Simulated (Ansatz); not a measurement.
**CBF₂N: ionisation energy by level of theory**

The task here is to estimate one member of a computed series from the others.

Method: unrestricted cation, the program's frozen cores in correlated methods; program: Ansatz 0.2.0, Gaussian basis.

The runs, in order: UKS PBE-D4/def2-TZVPP; UKS r2SCAN-D4/def2-TZVPP; UKS PBE0-D4/def2-TZVPP; UKS B3LYP-D4/def2-TZVPP; UKS wB97X-V/def2-TZVPP; UKS wB97M-V/def2-TZVPP; UKS B2PLYP/def2-TZVPP; UHF-CCSD(T)/def2-TZVPP; UHF-MP2/def2-QZVPP; extrapolation to the limit; then −ε(HOMO) from the neutral's earlier runs with LDA (SPW92), PBE-D4, revPBE-D4, BLYP-D4, r2SCAN-D4, B97M-V, PBE0-D4, B3LYP-D4, r2SCANh-D4, r2SCAN0-D4, HSE06-D4, BHLYP-D4, CAM-B3LYP-D4, LC-ωPBE, ωB97X-V, ωB97M-V.

## The relaxed structure

An earlier PBE0-D4 in a triple-zeta def2 set relaxation fixed the geometry.

5 atoms, charge 0, spin multiplicity 1.

Atoms are counted from 1 here; the program's logs count them from 0.

Bond lengths: N1–C2 1.150 Å, C2–B3 1.543 Å, B3–F4 1.306 Å, B3–F5 1.306 Å. Angles: N1–C2–B3 180.0°, C2–B3–F4 119.9°, C2–B3–F5 119.9°, F4–B3–F5 120.2°.

Set-up of the first run:

in.yaml

```yaml
crystal:
  periodic: [false, false, false]
  atoms:
    - {symbol: N, position_ang: [-0.715064, 1.789656, 0.801034]}
    - {symbol: C, position_ang: [-0.319401, 0.804809, 0.359274]}
    - {symbol: B, position_ang: [0.211976, -0.517356, -0.233753]}
    - {symbol: F, position_ang: [1.451153, -0.872809, -0.026162]}
    - {symbol: F, position_ang: [-0.578663, -1.277901, -0.941894]}
basis:
  gaussian: {orbitals: def2-TZVPP}
total_charge: 1
magnetization: {spin_polarized: true, initial_magnetization: 1}
hamiltonian: {xc: pbe, dispersion: d4}
```

Steps of the session up to this table: Cation, UKS PBE-D4/def2-TZVPP; Cation, UKS r2SCAN-D4/def2-TZVPP; Cation, UKS PBE0-D4/def2-TZVPP; Cation, UKS B3LYP-D4/def2-TZVPP; Cation, UKS wB97X-V/def2-TZVPP; Cation, UKS wB97M-V/def2-TZVPP; Cation, UKS B2PLYP (frozen core)/def2-TZVPP; Cation, UHF-CCSD(T)/def2-TZVPP; Cation, UHF-MP2/def2-QZVPP.

One of the session's tables, all rows but one given; the rest of the session is left out.

It belongs to the step «Ionisation energies side by side». For comparison, −ε(HOMO) of the neutral from earlier runs:

| functional | −ε(HOMO) (eV) |
| --- | --- |
| LDA (SPW92) | 9.39 |
| PBE-D4 | 9.26 |
| revPBE-D4 | 9.18 |
| BLYP-D4 | 9.11 |
| r2SCAN-D4 | 9.59 |
| B97M-V | ? |
| PBE0-D4 | 10.73 |
| B3LYP-D4 | 10.44 |
| r2SCANh-D4 | 10.14 |
| r2SCAN0-D4 | 10.94 |
| HSE06-D4 | 10.31 |
| BHLYP-D4 | 12.01 |
| CAM-B3LYP-D4 | 12.19 |
| LC-ωPBE | 13.69 |
| ωB97X-V | 13.21 |
| ωB97M-V | 13.08 |

Estimate the missing values for B97M-V.

As computed: −ε(HOMO) (eV): 9.56. In the column «−ε(HOMO) (eV)» it lies between LDA (SPW92) (9.39) and r2SCAN-D4 (9.59).
